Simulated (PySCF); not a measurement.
# I³⁺: dipole response in aug-cc-pVTZ-PP with ECP28

Aim: the static polarisability and the C₆ coefficient of I³⁺, method by method.

Program: PySCF 2.14.0. Level of theory: unrestricted determinants in a Gaussian basis, no spin-orbit coupling in the energies. These are calculated values, not measurements, unless marked.

## (1) Starting point

| Property | Result |
| --- | --- |
| Element | iodine (Z = 53) |
| Basis | aug-cc-pVTZ-PP with ECP28MDF |
| Hamiltonian | a scalar-relativistic core potential |
| State 1 | I³⁺: [Kr] 4d10 5s2 5p2, high-spin 3P determinant |
| Methods | UHF, PBE, PBE0, BP86 |

The outer shells:

I3+ [Kr] 4d10 5s2 5p2
```
[Kr] core
4d [↑↓][↑↓][↑↓][↑↓][↑↓]
5s [↑↓]
5p [↑ ][↑ ][  ]
```

The runs were made by one driver on top of PySCF. The scripts below sum up each run's settings (the driver also hands on starting orbitals that pick excited configurations, and frozen orbitals as a list rather than a count), and the logs come from the driver's own runs. The driver starts from symmetry-adapted Hartree-Fock orbitals, holds the occupation by maximum overlap and uses a logarithmic radial grid for functionals, so a plain start would take other cycles.

The integrals over 55 functions and the set-up took 0.43 s of CPU time.

## (2) I³⁺

UHF:

The input, input.py:

```python
from pyscf import gto, scf, dft, mp, cc
import basis_set_exchange as bse
txt = bse.get_basis("aug-cc-pVTZ-PP", elements=["I"], fmt="nwchem", header=False)
cut = txt.index("\nECP")
mol = gto.M(atom="I 0 0 0", charge=3, spin=2, symmetry="D2h",
            basis=gto.basis.parse(txt[:cut]),
            ecp={"I": gto.basis.parse_ecp(txt[cut:])})
mf = scf.UHF(mol)
mf.irrep_nelec = {'Ag': (4, 4), 'B1g': (1, 1), 'B2g': (1, 1), 'B3g': (1, 1), 'B1u': (2, 1), 'B2u': (2, 1), 'B3u': (1, 1)}
mf.kernel()
```

Output:

```text
damping factor = 0
level_shift factor = 0
DIIS = <class 'pyscf.scf.diis.CDIIS'>
diis_start_cycle = 1
diis_space = 10
diis_damp = 0
SCF conv_tol = 1e-09
SCF conv_tol_grad = None
number electrons alpha = 12  beta = 10
cycle= 1 E= -292.564518976744  delta_E= -0.00327  |g|= 0.02  |ddm|= 0.0924
cycle= 2 E= -292.564834848451  delta_E= -0.000316  |g|= 0.00653  |ddm|= 0.0253
cycle= 3 E= -292.564874093848  delta_E= -3.92e-05  |g|= 0.000365  |ddm|= 0.0123
cycle= 4 E= -292.564874216593  delta_E= -1.23e-07  |g|= 2.51e-05  |ddm|= 0.000781
cycle= 5 E= -292.564874216883  delta_E= -2.89e-10  |g|= 5.07e-06  |ddm|= 6.05e-05
converged SCF energy = -292.564874216883  <S^2> = 2.007153  2S+1 = 3.0047649
```

It used 1.5 s of CPU time after the integrals (shared host).

The occupied shells:

| shell | electrons | mean orbital energy (eV) | spread (eV) | rms radius (bohr) |
| --- | --- | --- | --- | --- |
| 4s α | 1 | -243.14 | 0 | 0.795 |
| 4s β | 1 | -242.57 | 0 | 0.795 |
| 4p α | 3 | -183.87 | 0.170 | 0.853 |
| 4p β | 3 | -183.29 | 0.908 | 0.853 |
| 4d α | 5 | -94.700 | 0.566 | 0.991 |
| 4d β | 5 | -94.252 | 0.967 | 0.991 |
| 5s α | 1 | -53.996 | 0 | 1.97 |
| 5s β | 1 | -48.416 | 0 | 1.97 |
| 5p α | 2 | -39.854 | 0 | 2.25 |

⟨S²⟩ = 2.007, ⟨L²⟩ = 2.02.

The driver then solved the coupled dipole response at imaginary frequencies: mean α = 10.56 bohr³ (xx, yy, zz: 10.95, 10.37, 10.37), C₆ = 56.95 au for a like pair.

Energies and moments cover only the electrons outside the core potential.

PBE:

input.py differs from the last one in:

```diff
@@ -7,3 +7,3 @@
             ecp={"I": gto.basis.parse_ecp(txt[cut:])})
-mf = scf.UHF(mol)
+mf = dft.UKS(mol, xc="PBE")
 mf.irrep_nelec = {'Ag': (4, 4), 'B1g': (1, 1), 'B2g': (1, 1), 'B3g': (1, 1), 'B1u': (2, 1), 'B2u': (2, 1), 'B3u': (1, 1)}
```

Output:

```text
damping factor = 0
level_shift factor = 0
DIIS = <class 'pyscf.scf.diis.CDIIS'>
diis_start_cycle = 1
diis_space = 10
diis_damp = 0
SCF conv_tol = 1e-09
SCF conv_tol_grad = None
number electrons alpha = 12  beta = 10
XC functionals = PBE
    J. P. Perdew, K. Burke, and M. Ernzerhof.,  Phys. Rev. Lett. 77, 3865 (1996)
    J. P. Perdew, K. Burke, and M. Ernzerhof.,  Phys. Rev. Lett. 78, 1396 (1997)
    J. P. Perdew, K. Burke, and M. Ernzerhof.,  Phys. Rev. Lett. 77, 3865 (1996)
    J. P. Perdew, K. Burke, and M. Ernzerhof.,  Phys. Rev. Lett. 78, 1396 (1997)
cycle= 1 E= -293.483585837134  delta_E= -0.00626  |g|= 0.0198  |ddm|= 0.622
cycle= 2 E= -293.483643699571  delta_E= -5.79e-05  |g|= 0.009  |ddm|= 0.037
cycle= 3 E= -293.483659006882  delta_E= -1.53e-05  |g|= 0.000738  |ddm|= 0.0155
cycle= 4 E= -293.483659149238  delta_E= -1.42e-07  |g|= 2.84e-05  |ddm|= 0.0019
cycle= 5 E= -293.483659149651  delta_E= -4.14e-10  |g|= 2.15e-07  |ddm|= 7.24e-05
converged SCF energy = -293.483659149651  <S^2> = 2.0011811  2S+1 = 3.0007873
```

It used 2.2 s of CPU time after the integrals (shared host).

The driver then solved the coupled dipole response at imaginary frequencies: mean α = 10.01 bohr³ (xx, yy, zz: 10.19, 9.928, 9.928), C₆ = 53.44 au for a like pair.

PBE0:

input.py differs from the last one in:

```diff
@@ -7,3 +7,3 @@
             ecp={"I": gto.basis.parse_ecp(txt[cut:])})
-mf = dft.UKS(mol, xc="PBE")
+mf = dft.UKS(mol, xc="PBE0")
 mf.irrep_nelec = {'Ag': (4, 4), 'B1g': (1, 1), 'B2g': (1, 1), 'B3g': (1, 1), 'B1u': (2, 1), 'B2u': (2, 1), 'B3u': (1, 1)}
```

Output:

```text
damping factor = 0
level_shift factor = 0
DIIS = <class 'pyscf.scf.diis.CDIIS'>
diis_start_cycle = 1
diis_space = 10
diis_damp = 0
SCF conv_tol = 1e-09
SCF conv_tol_grad = None
number electrons alpha = 12  beta = 10
XC functionals = PBE0
    C. Adamo and V. Barone.,  J. Chem. Phys. 110, 6158 (1999)
    M. Ernzerhof and G. E. Scuseria.,  J. Chem. Phys. 110, 5029 (1999)
cycle= 1 E= -293.504688558967  delta_E= -0.00439  |g|= 0.011  |ddm|= 0.44
cycle= 2 E= -293.5047271573  delta_E= -3.86e-05  |g|= 0.00361  |ddm|= 0.0354
cycle= 3 E= -293.5047301861  delta_E= -3.03e-06  |g|= 0.000697  |ddm|= 0.00666
cycle= 4 E= -293.50473035284  delta_E= -1.67e-07  |g|= 3.59e-05  |ddm|= 0.00146
cycle= 5 E= -293.504730353506  delta_E= -6.66e-10  |g|= 8.24e-07  |ddm|= 9.18e-05
converged SCF energy = -293.504730353506  <S^2> = 2.0020785  2S+1 = 3.0013853
```

CPU time 3.3 s on a shared host, the integrals not counted.

The driver then solved the coupled dipole response at imaginary frequencies: mean α = 10.10 bohr³ (xx, yy, zz: 10.35, 9.981, 9.981), C₆ = 54.02 au for a like pair.

BP86:

input.py differs from the last one in:

```diff
@@ -7,3 +7,3 @@
             ecp={"I": gto.basis.parse_ecp(txt[cut:])})
-mf = dft.UKS(mol, xc="PBE0")
+mf = dft.UKS(mol, xc="B88,P86")
 mf.irrep_nelec = {'Ag': (4, 4), 'B1g': (1, 1), 'B2g': (1, 1), 'B3g': (1, 1), 'B1u': (2, 1), 'B2u': (2, 1), 'B3u': (1, 1)}
```

Output:

```text
damping factor = 0
level_shift factor = 0
DIIS = <class 'pyscf.scf.diis.CDIIS'>
diis_start_cycle = 1
diis_space = 10
diis_damp = 0
SCF conv_tol = 1e-09
SCF conv_tol_grad = None
number electrons alpha = 12  beta = 10
XC functionals = B88,P86
    A. D. Becke.,  Phys. Rev. A 38, 3098 (1988)
    J. P. Perdew.,  Phys. Rev. B 33, 8822 (1986)
cycle= 1 E= -293.614994569545  delta_E= -0.00683  |g|= 0.0195  |ddm|= 0.609
cycle= 2 E= -293.615050854037  delta_E= -5.63e-05  |g|= 0.00873  |ddm|= 0.0295
cycle= 3 E= -293.615065242639  delta_E= -1.44e-05  |g|= 0.000757  |ddm|= 0.0151
cycle= 4 E= -293.615065387014  delta_E= -1.44e-07  |g|= 2.57e-05  |ddm|= 0.00192
cycle= 5 E= -293.615065387404  delta_E= -3.9e-10  |g|= 4.64e-07  |ddm|= 5.84e-05
converged SCF energy = -293.615065387404  <S^2> = 2.0010682  2S+1 = 3.0007121
```

CPU time 2.3 s on a shared host, the integrals not counted.

The driver then solved the coupled dipole response at imaginary frequencies: mean α = 9.976 bohr³ (xx, yy, zz: 10.14, 9.894, 9.894), C₆ = 53.15 au for a like pair.

Radial density 4πr²ρ of I³⁺ at UHF, the electrons outside the core potential:

| r (bohr) | density | spin density |
| --- | --- | --- |
| 0.00215 | 1.48e-05 | 0.000 |
| 0.00362 | 4.09e-05 | 0.000 |
| 0.00608 | 0.000108 | 0.000 |
| 0.0102 | 0.000257 | 0.000 |
| 0.0172 | 0.000516 | 0.000 |
| 0.0289 | 0.000900 | 0.000 |
| 0.0487 | 0.00139 | 0.000 |
| 0.0819 | 0.00370 | 0.000 |
| 0.138 | 0.0268 | 0.000 |
| 0.232 | 0.349 | 0.005 |
| 0.390 | 5.52 | 0.085 |
| 0.655 | 26.5 | 0.244 |
| 1.10 | 13.3 | 0.108 |
| 1.85 | 3.43 | 1.295 |
| 3.12 | 0.534 | 0.359 |
| 5.25 | 0.00339 | 0.003 |

## (3) Polarisabilities and C₆

I³⁺, in atomic units:

| method | mean α | C₆ (like pair) | S(−4) |
| --- | --- | --- | --- |
| UHF | 10.56 | 56.95 | 26.96 |
| PBE | 10.01 | 53.44 | 22.90 |
| PBE0 | 10.10 | 54.02 | 23.46 |
| BP86 | 9.976 | 53.15 | 22.74 |

α(iu) at BP86:

| u (hartree) | α(iu) (bohr³) |
| --- | --- |
| 0 | 9.976 |
| 0.0500 | 9.919 |
| 0.100 | 9.754 |
| 0.200 | 9.150 |
| 0.300 | 8.306 |
| 0.500 | 6.470 |
| 0.750 | 4.616 |
| 1.00 | 3.378 |
| 1.50 | 2.027 |
| 2.00 | 1.369 |
| 3.00 | 0.7624 |
| 5.00 | 0.3397 |

## (4) Results

```
quantity                              value
α of I³⁺  9.976 (BP86) to 10.56 (UHF) bohr³
```

In words: A single London oscillator with the computed α and C₆ of I³⁺ at UHF would have ω = 4 C₆ / (3 α²) = 0.681 hartree. The basis is finite, and no extrapolation was made.
